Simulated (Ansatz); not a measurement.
# H4S4Zr: the cost of one run

Program: Ansatz 0.2.0, Gaussian basis. Level of theory: the settings change from run to run. These are calculated values, not measurements.

### Step 1. The geometry

The geometry comes from an earlier relaxation with PBE0-D4 in a triple-zeta def2 set; it is a stationary point, not always the lowest conformer. Zr takes a core potential in def2 sets; no spin-orbit term is included.

SMILES `[SH][Zr]([SH])([SH])[SH]`, 9 atoms, charge 0, spin multiplicity 1.

Atoms are counted from 1 here; the program's logs count them from 0.

Bond lengths: S1–Zr2 2.422 Å, S1–H6 1.351 Å, Zr2–S3 2.422 Å, Zr2–S4 2.422 Å, Zr2–S5 2.422 Å, S3–H7 1.351 Å, S4–H8 1.351 Å, S5–H9 1.351 Å. Angles: Zr2–S1–H6 88.5°, S1–Zr2–S3 109.0°, S1–Zr2–S4 109.0°, S1–Zr2–S5 110.4°, S3–Zr2–S4 110.4°, S3–Zr2–S5 109.0°, S4–Zr2–S5 109.0°, Zr2–S3–H7 88.5°, Zr2–S4–H8 88.5°, Zr2–S5–H9 88.5°.

As a file:

```xyz
9
H4S4Zr
S    -0.5940    1.1194   -2.0637
Zr   -0.0003   -0.0001    0.0006
S     2.4128   -0.1380    0.1578
S    -0.9736   -2.2181    0.0050
S    -0.8456    1.2364    1.9041
H    -1.8518    1.2499   -1.5890
H     2.3851   -1.0859   -0.8039
H    -0.1729   -2.5279    1.0476
H    -0.3598    2.3642    1.3415
```

### Step 2. r2SCAN/def2-mTZVP

The input, in.yaml:

```yaml
crystal:
  periodic: [false, false, false]
  atoms:
    - {symbol: S, position_ang: [-0.594028, 1.119398, -2.063724]}
    - {symbol: Zr, position_ang: [-0.000253, -0.000056, 0.000597]}
    - {symbol: S, position_ang: [2.412843, -0.137952, 0.157839]}
    - {symbol: S, position_ang: [-0.973608, -2.218072, 0.004966]}
    - {symbol: S, position_ang: [-0.845557, 1.236439, 1.904138]}
    - {symbol: H, position_ang: [-1.851758, 1.249861, -1.589038]}
    - {symbol: H, position_ang: [2.385110, -1.085873, -0.803884]}
    - {symbol: H, position_ang: [-0.172914, -2.527903, 1.047601]}
    - {symbol: H, position_ang: [-0.359835, 2.364158, 1.341515]}
basis:
  gaussian: {orbitals: def2-mTZVP}
hamiltonian: {xc: {name: r2SCAN}}
```

Started as:

```sh
ansatz run in.yaml --threads 2 --pin off --events-out ev --progress --plain --max-ram 32768MiB --backend cpu
```

Q: Estimate wall time and peak memory on 2 threads of AMD EPYC 7R13, shared host.

About 6 s, with a peak of 0.26 GiB.
